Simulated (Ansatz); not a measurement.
# CH₄GeS: functionals against CCSD(T) at one geometry

The task here is to estimate one member of a computed series from the others.

Computed with Ansatz 0.2.0, Gaussian basis. Level: single points in def2-TZVPP.

Cores are frozen in the correlated methods. Filled d shells of the heavier atoms are correlated.

### The system as given

SMILES `[CH2]1[S][GeH2]1`, 7 atoms, charge 0, spin multiplicity 1.

Atoms are counted from 1 here; the program's logs count them from 0.

Bond lengths: C1–S2 1.993 Å, C1–Ge3 1.851 Å, C1–H4 1.117 Å, C1–H5 1.028 Å, S2–Ge3 2.194 Å, Ge3–H6 1.523 Å, Ge3–H7 1.650 Å. Angles: S2–C1–Ge3 69.5°, S2–C1–H4 111.4°, S2–C1–H5 105.1°, Ge3–C1–H4 117.2°, Ge3–C1–H5 122.0°, H4–C1–H5 117.9°, C1–S2–Ge3 52.2°, C1–Ge3–S2 58.3°, C1–Ge3–H6 120.6°, C1–Ge3–H7 117.8°, S2–Ge3–H6 117.8°, S2–Ge3–H7 113.3°, H6–Ge3–H7 116.1°.

Geometry (Å):

```
atom    x (Å)    y (Å)    z (Å)
  C1  -0.8037  -0.0685  -0.5805
  S2  -0.4566  -1.4832   0.7790
 Ge3   0.6843   0.3586   0.4347
  H4  -0.6236  -0.4450  -1.6165
  H5  -1.7392   0.2945  -0.3555
  H6   0.6109   1.4490   1.4957
  H7   2.1715   0.0920  -0.2289
```

Set-up of the first run:

Contents of run/in.yaml:

```yaml
crystal:
  periodic: [false, false, false]
  atoms:
    - {symbol: C, position_ang: [-0.803700, -0.068500, -0.580500]}
    - {symbol: S, position_ang: [-0.456600, -1.483200, 0.779000]}
    - {symbol: Ge, position_ang: [0.684300, 0.358600, 0.434700]}
    - {symbol: H, position_ang: [-0.623600, -0.445000, -1.616500]}
    - {symbol: H, position_ang: [-1.739200, 0.294500, -0.355500]}
    - {symbol: H, position_ang: [0.610900, 1.449000, 1.495700]}
    - {symbol: H, position_ang: [2.171500, 0.092000, -0.228900]}
basis:
  gaussian: {orbitals: def2-TZVPP}
correlation: {method: ccsd_t}
output: {forces: true}
```

The command line of these runs was not kept.

Steps of the session up to this table: CCSD(T)/def2-TZVPP; PBE0-D4/def2-TZVPP; wB97M-V/def2-TZVPP; r2SCAN-D4/def2-TZVPP; PBE-D4/def2-TZVPP; BLYP-D4/def2-TZVPP; wB97X-V/def2-TZVPP.

One table of the session follows, with a row left open; its other results are not shown here.

| method | RMS force component (eV/Å) | angle to CCSD(T) forces (°) | dipole (D) |
| --- | --- | --- | --- |
| CCSD(T) | 1.118 | reference | 2.19 |
| PBE0-D4 | ? | ? | ? |
| wB97M-V | 1.128 | 6.1 | 2.29 |
| r2SCAN-D4 | 1.101 | 4.4 | 2.26 |
| PBE-D4 | 1.109 | 6.9 | 2.11 |
| BLYP-D4 | 1.105 | 10.7 | 2.09 |
| wB97X-V | 1.156 | 9.5 | 2.39 |

Q: Estimate the row for PBE0-D4 from the others.

**Answer.** RMS force component (eV/Å): 1.127; angle to CCSD(T) forces (°): 7.5; dipole (D): 2.28. In the column «RMS force component (eV/Å)» it lies between CCSD(T) (1.118) and wB97M-V (1.128).
